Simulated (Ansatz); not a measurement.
**CH₆SSiSn: up Jacob's ladder to CCSD(T)**

An exercise on one series of results from a longer session: the logs are not shown, and one member is left open.

Computed with Ansatz 0.2.0, Gaussian basis. Level: functionals in def2-TZVPP, the program's frozen cores in correlated methods.

The runs, in order: PBE-D4, r2SCAN-D4, PBE0-D4, B3LYP-D4, ωB97X-V, ωB97M-V, B2PLYP; CCSD(T)/def2-TZVPP; MP2/def2-QZVPP; extrapolation to the limit.

## The relaxed structure

An earlier PBE0-D4 in a triple-zeta def2 set relaxation fixed the geometry. Sn takes the def2 core potential; no spin-orbit term is included.

SMILES `[CH2]1[SiH2][S][SnH2]1`, 10 atoms, charge 0, spin multiplicity 1.

Atoms are counted from 1 here; the program's logs count them from 0.

Bond lengths: C1–Si2 1.884 Å, C1–Sn4 2.153 Å, C1–H5 1.090 Å, C1–H6 1.090 Å, Si2–S3 2.149 Å, Si2–H7 1.488 Å, Si2–H8 1.488 Å, S3–Sn4 2.428 Å, Sn4–H9 1.707 Å, Sn4–H10 1.707 Å. Angles: Si2–C1–Sn4 93.4°, Si2–C1–H5 114.3°, Si2–C1–H6 114.3°, Sn4–C1–H5 112.5°, Sn4–C1–H6 112.4°, H5–C1–H6 109.3°, C1–Si2–S3 101.1°, C1–Si2–H7 112.5°, C1–Si2–H8 112.5°, S3–Si2–H7 111.3°, S3–Si2–H8 111.3°, H7–Si2–H8 108.0°, Si2–S3–Sn4 79.8°, C1–Sn4–S3 85.6°, C1–Sn4–H9 116.9°, C1–Sn4–H10 116.8°, S3–Sn4–H9 111.9°, S3–Sn4–H10 112.0° and more.

Set-up of the first run:

The input, in.yaml:

```yaml
crystal:
  periodic: [false, false, false]
  atoms:
    - {symbol: C, position_ang: [-0.882923, 0.392128, -0.297189]}
    - {symbol: Si, position_ang: [-0.299170, -1.399024, -0.284349]}
    - {symbol: S, position_ang: [1.685280, -1.183571, 0.512008]}
    - {symbol: Sn, position_ang: [0.969960, 1.136402, 0.508069]}
    - {symbol: H, position_ang: [-1.094487, 0.788052, -1.290749]}
    - {symbol: H, position_ang: [-1.731376, 0.592005, 0.357697]}
    - {symbol: H, position_ang: [-1.138490, -2.266315, 0.585218]}
    - {symbol: H, position_ang: [-0.272466, -1.999313, -1.645139]}
    - {symbol: H, position_ang: [0.918222, 1.790655, 2.083370]}
    - {symbol: H, position_ang: [1.928551, 2.097783, -0.525938]}
basis:
  gaussian: {orbitals: def2-TZVPP}
hamiltonian: {xc: pbe, dispersion: d4}
output: {forces: true, orbitals: {seedname: orbitals}}
```

The run is started by

```console
> ansatz run in.yaml --threads 4 --pin off --events-out ev --progress --plain --max-ram 10444MiB
```

Among the steps run: PBE-D4 (GGA); r2SCAN-D4 (meta-GGA); PBE0-D4 (hybrid); B3LYP-D4 (hybrid); ωB97X-V (range-separated); ωB97M-V (range-separated); B2PLYP (double hybrid); CCSD(T) in def2-TZVPP; MP2 in def2-QZVPP.

One of the session's tables, all rows but one given; the rest of the session is left out.

```
            method  atomisation energy (eV)
            PBE-D4                   32.452
         r2SCAN-D4                   32.441
           PBE0-D4                   32.268
          B3LYP-D4                   32.115
           ωB97X-V                   32.719
           ωB97M-V                   32.476
            B2PLYP                   31.730
     HF/def2-TZVPP                   23.608
    MP2/def2-TZVPP                   31.654
   CCSD/def2-TZVPP                   31.126
CCSD(T)/def2-TZVPP                   31.634
           MP2/CBS                   32.651
       CCSD(T)/CBS                        ?
```

Q: Estimate the row for CCSD(T)/CBS from the others.

**Answer.** atomisation energy (eV): 32.631. In the column «atomisation energy (eV)» it lies between ωB97M-V (32.476) and MP2/CBS (32.651).
